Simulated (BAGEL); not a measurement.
# GeH4O2 (SMILES [OH][GeH2][OH]): RI-MP2/cc-pVDZ (density fitting with qzvpp-jkfit)

Aim: the energy change on altering one bond length of GeH4O2 at RI-MP2/cc-pVDZ (density fitting with qzvpp-jkfit), from 2 runs. 

The calculation is run with BAGEL 1.2.2.

5 further runs of the same task are left out: 4 that didn't finish, 1 set aside as unsound or not needed. Runs told in other sessions of the task aren't counted.

**1. The system as given**

GeH4O2: 7 atoms, total charge 0, spin state singlet. As SMILES, `[OH][GeH2][OH]`. The shape is that of a PBE0-D4/def2-TZVP optimisation. This is one conformer, not always the lowest.

Bond lengths: O1–Ge2 1.776 Å, Ge2–O3 1.773 Å, O1–H4 0.959 Å, Ge2–H5 1.543 Å, Ge2–H6 1.525 Å, O3–H7 0.959 Å. Angles: O1–Ge2–O3 110.8°, O1–Ge2–H5 108.6°, O1–Ge2–H6 106.6°, O3–Ge2–H5 109.7°, O3–Ge2–H6 104.9°, Ge2–O1–H4 113.3°, Ge2–O3–H7 113.6°, H5–Ge2–H6 116.1°.

**2. The energy at RI-MP2/cc-pVDZ (density fitting with qzvpp-jkfit)**

mp2.json

```json
{ "bagel" : [

{
  "title" : "molecule",
  "basis" : "cc-pvdz.json",
  "df_basis" : "qzvpp-jkfit",
  "angstrom" : "true",
  "geometry" : [
    { "atom" : "O", "xyz" : [   -1.491300,   -0.416000,   -0.173900 ] },
    { "atom" : "Ge", "xyz" : [    0.023500,    0.377000,    0.305300 ] },
    { "atom" : "O", "xyz" : [    1.347400,   -0.798900,    0.400600 ] },
    { "atom" : "H", "xyz" : [   -1.634900,   -0.418700,   -1.122100 ] },
    { "atom" : "H", "xyz" : [    0.363400,    1.460500,   -0.739100 ] },
    { "atom" : "H", "xyz" : [   -0.172500,    0.863100,    1.737300 ] },
    { "atom" : "H", "xyz" : [    1.625600,   -1.135200,   -0.453800 ] }
  ]
},
{
  "title" : "hf"
},
{
  "title" : "mp2",
  "ncore" : 11
}

]}
```

The basis set cc-pVDZ is read from a file made from the Basis Set Exchange's data (not shown).

Launch:

```sh
$ BAGEL_NUM_THREADS=1 BAGEL mp2.json > mp2.out
```

The log of the run:

```text
* using 1 threads per process

  ===============================================================
  ===============================================================

  *** Geometry ***

  { "atom" : "O", "xyz" : [     -2.818149,     -0.786126,     -0.328623 ] },
  { "atom" : "Ge", "xyz" : [      0.044409,      0.712427,      0.576933 ] },
  { "atom" : "O", "xyz" : [      2.546217,     -1.509702,      0.757024 ] },
  { "atom" : "H", "xyz" : [     -3.089513,     -0.791228,     -2.120462 ] },
  { "atom" : "H", "xyz" : [      0.686726,      2.759945,     -1.396697 ] },
  { "atom" : "H", "xyz" : [     -0.325978,      1.631023,      3.283021 ] },
  { "atom" : "H", "xyz" : [      3.071939,     -2.145217,     -0.857558 ] },

  Number of auxiliary basis functions:      492

  Since a DF basis is specified, we compute 2- and 3-index integrals:
    o Being stored without compression. Storage requirement is 0.022 GB

  Number of basis functions:       75
  Number of electrons      :       52

    * METHOD: MOLECULE                             0.21

  *** RHF ***

  === Nuclear Repulsion ===
   219.6794995946

      * DIIS with orbital gradients will be used.

  === RHF iteration (cc-pvdz.json) ===
      0      -2227.11463956          0.02208450           0.06
      1      -2227.28927902          0.01632154           0.06
      2      -2227.43074727          0.00115832           0.06
      3      -2227.43184854          0.00017357           0.06
      4      -2227.43187791          0.00004370           0.06
      5      -2227.43188063          0.00001059           0.06
      6      -2227.43188080          0.00000400           0.06
      7      -2227.43188081          0.00000160           0.06
      8      -2227.43188081          0.00000038           0.06
      9      -2227.43188082          0.00000010           0.06
     10      -2227.43188082          0.00000004           0.06
     11      -2227.43188082          0.00000001           0.06
     12      -2227.43188082          0.00000000           0.06
    * SCF iteration converged.

    * Permanent dipole moment:
           (   -0.149217,    -0.445407,     1.036655) a.u.

    * METHOD: HF                                   0.93

  *** RHF ***

  === Nuclear Repulsion ===
   219.6794995946

      * DIIS with orbital gradients will be used.

  === RHF iteration (cc-pvdz.json) ===
      0      -2227.43188082          0.00000000           0.06
    * SCF iteration converged.

    * Permanent dipole moment:
           (   -0.149217,    -0.445407,     1.036654) a.u.

  === DF-MP2 calculation ===

    * freezing 11 orbitals
    * 3-index integral transformation done
    * assembly done

      MP2 correlation energy:   -0.4996195825      0.03

      MP2 total energy:       -2227.9315003976

    * METHOD: MP2                                  0.16

  ===============================================================
```

Run time: 1.4 s. Hardware: 1 thread of Arm Neoverse V2, shared host; peak memory 0.11 GiB.

**3. The distorted shape**

job.json

```json
{ "bagel": [

{
  "title": "molecule",
  "basis": "cc-pvdz.json",
  "df_basis": "qzvpp-jkfit",
  "angstrom": true,
  "geometry": [
    { "atom": "O", "xyz": [      -1.376424,      -0.413840,       0.584632 ] },
    { "atom": "Ge", "xyz": [       0.138376,       0.379160,       1.063832 ] },
    { "atom": "O", "xyz": [       1.462276,      -0.796740,       1.159132 ] },
    { "atom": "H", "xyz": [      -1.634900,      -0.418700,      -1.122100 ] },
    { "atom": "H", "xyz": [       0.478276,       1.462660,       0.019432 ] },
    { "atom": "H", "xyz": [      -0.057624,       0.865260,       2.495832 ] },
    { "atom": "H", "xyz": [       1.740476,      -1.133040,       0.304732 ] }
  ]
},

{
  "title": "hf"
},

{
  "title": "mp2",
  "ncore": 11
}

]}
```

The basis set cc-pVDZ is read from a file made from the Basis Set Exchange's data (not shown).

Launch:

```sh
$ BAGEL_NUM_THREADS=1 BAGEL job.json > job.out
```

The log of the run:

```text
* using 1 threads per process

  ===============================================================
  ===============================================================

  *** Geometry ***

  { "atom" : "O", "xyz" : [     -2.601064,     -0.782044,      1.104794 ] },
  { "atom" : "Ge", "xyz" : [      0.261493,      0.716509,      2.010351 ] },
  { "atom" : "O", "xyz" : [      2.763301,     -1.505620,      2.190442 ] },
  { "atom" : "H", "xyz" : [     -3.089513,     -0.791228,     -2.120462 ] },
  { "atom" : "H", "xyz" : [      0.903811,      2.764027,      0.036721 ] },
  { "atom" : "H", "xyz" : [     -0.108894,      1.635104,      4.716439 ] },
  { "atom" : "H", "xyz" : [      3.289023,     -2.141135,      0.575860 ] },

  Number of auxiliary basis functions:      492

  Since a DF basis is specified, we compute 2- and 3-index integrals:
    o Being stored without compression. Storage requirement is 0.022 GB

  Number of basis functions:       75
  Number of electrons      :       52

    * METHOD: MOLECULE                             0.21

  *** RHF ***

  === Nuclear Repulsion ===
   216.0148536879

      * DIIS with orbital gradients will be used.

  === RHF iteration (cc-pvdz.json) ===
      0      -2226.84040060          0.02395869           0.06
      1      -2226.91685780          0.02458571           0.06
      2      -2227.25012226          0.00284400           0.06
      3      -2227.25509936          0.00146605           0.06
      4      -2227.25700949          0.00040854           0.06
      5      -2227.25724100          0.00010359           0.06
      6      -2227.25726262          0.00003963           0.06
      7      -2227.25726529          0.00001543           0.06
      8      -2227.25726575          0.00001044           0.06
      9      -2227.25726595          0.00000602           0.06
     10      -2227.25726605          0.00000327           0.06
     11      -2227.25726607          0.00000152           0.06
     12      -2227.25726607          0.00000042           0.06
     13      -2227.25726607          0.00000014           0.06
     14      -2227.25726607          0.00000007           0.06
     15      -2227.25726607          0.00000005           0.06
     16      -2227.25726607          0.00000003           0.06
     17      -2227.25726607          0.00000002           0.06
     18      -2227.25726607          0.00000001           0.06
     19      -2227.25726607          0.00000000           0.06
    * SCF iteration converged.

    * Permanent dipole moment:
           (   -0.139754,    -0.455762,     1.130415) a.u.

    * METHOD: HF                                   1.32

  *** RHF ***

  === Nuclear Repulsion ===
   216.0148536879

      * DIIS with orbital gradients will be used.

  === RHF iteration (cc-pvdz.json) ===
      0      -2227.25726607          0.00000000           0.06
    * SCF iteration converged.

    * Permanent dipole moment:
           (   -0.139754,    -0.455762,     1.130415) a.u.

  === DF-MP2 calculation ===

    * freezing 11 orbitals
    * 3-index integral transformation done
    * assembly done

      MP2 correlation energy:   -0.5310373852      0.03

      MP2 total energy:       -2227.7883034572

    * METHOD: MP2                                  0.16

  ===============================================================
```

It took 1.8 s on 1 thread of Arm Neoverse V2, shared host; peak memory 0.11 GiB.

**4. What came out**

Level: RI-MP2/cc-pVDZ (density fitting with qzvpp-jkfit), 11 core orbitals frozen.

| quantity | value |
| --- | --- |
| first shape: total energy | -2227.93150 Eh |
| first shape: correlation energy (11 core orbitals frozen) | -499.6 mEh |
| distorted shape: total energy | -2227.78830 Eh |
| distorted shape: correlation energy (11 core orbitals frozen) | -531.0 mEh |
| energy change with the O1–H4 bond stretched from 0.959 to 1.726 Å | 3.897 eV |

In words: One bond (distorted shape) is far stretched, which a spin-restricted single reference describes badly; perturbation theory on it can break down and give far too much correlation. With the O1–H4 bond stretched from 0.959 to 1.726 Å the energy rises by 3.90 eV (90 kcal/mol). The first shape isn't relaxed at this level, so the change isn't measured from a minimum. A restricted reference can't describe the breaking bond well at this length.
